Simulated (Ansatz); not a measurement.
# Cl2Ge: the cost of one run

Program: Ansatz 0.2.0, Gaussian basis. Level of theory: PBE0-D4/def2-TZVP structures, single points in def2-TZVPP, no counterpoise correction. These are calculated values, not measurements.

Levels: SPW92, PBE-D4, BLYP-D4, r2SCAN-D4, B97M-V, PBE0-D4, B3LYP-D4, r2SCAN0-D4, BHLYP-D4, CAM-B3LYP-D4, wB97X-V, wB97M-V, B2PLYP, PBE-QIDH, RPA on PBE, Hartree-Fock, MP2, CCSD, CCSD(T).

Correlated methods freeze the cores. Filled d shells of the heavier atoms are correlated. B3LYP uses VWN-RPA correlation. B2PLYP carries no dispersion term here.

94 further runs of the same task are left out: 94 set aside as unsound or not needed.

### Step 1. Starting geometry

The complex: 8 atoms, charge 0, spin multiplicity 1.

Atoms are counted from 1 here; the program's logs count them from 0.

Bond lengths: Ge1–Cl2 2.185 Å, Ge1–Cl3 2.185 Å, H4–C5 1.090 Å, C5–H6 1.090 Å, C5–H7 1.091 Å, C5–H8 1.090 Å. Angles: Cl2–Ge1–Cl3 99.9°, H4–C5–H6 109.9°, H4–C5–H7 110.1°, H4–C5–H8 109.0°, H6–C5–H7 110.1°, H6–C5–H8 109.0°, H7–C5–H8 108.7°.

Geometry (Å):

```mol
CH4Cl2Ge
  3D, bonds by distance, orders not assigned

  8  6  0  0  0  0  0  0  0  0999 V2000
    0.9532   -1.8637    0.4665 Ge  0  0
   -1.0082   -2.4328    1.2445 Cl  0  0
    0.6587   -2.3054   -1.6535 Cl  0  0
   -0.8792    0.7709    0.5509 H   0  0
   -0.1191    1.3145   -0.0108 C   0  0
    0.0281    0.8471   -0.9849 H   0  0
    0.8200    1.3280    0.5447 H   0  0
   -0.4536    2.3414   -0.1575 H   0  0
  1  2  8  0
  1  3  8  0
  4  5  8  0
  5  6  8  0
  5  7  8  0
  5  8  8  0
M  END
```

Its parts: GeCl2 holds atoms 1, 2, 3; CH4 holds atoms 4, 5, 6, 7, 8. Each part counts its atoms afresh in its own runs.

### Step 2. Relaxing GeCl2 alone

File relax-a/in.yaml:

```yaml
crystal:
  periodic: [false, false, false]
  atoms:
    - {symbol: Ge, position_ang: [0.953246, -1.863711, 0.466508]}
    - {symbol: Cl, position_ang: [-1.008187, -2.432756, 1.244495]}
    - {symbol: Cl, position_ang: [0.658690, -2.305436, -1.653458]}
basis:
  gaussian: {orbitals: def2-TZVP}
hamiltonian: {xc: pbe0, dispersion: d4}
relax: {f_tol: 0.005, max_steps: 200}
```

The run is started by

```bash
> ansatz run in.yaml --threads 4 --pin off --events-out ev --progress --plain --max-ram 9574MiB
```

**Question.** How long does this run take on 4 threads of Arm Neoverse V1, shared host?

About 4.3 s.
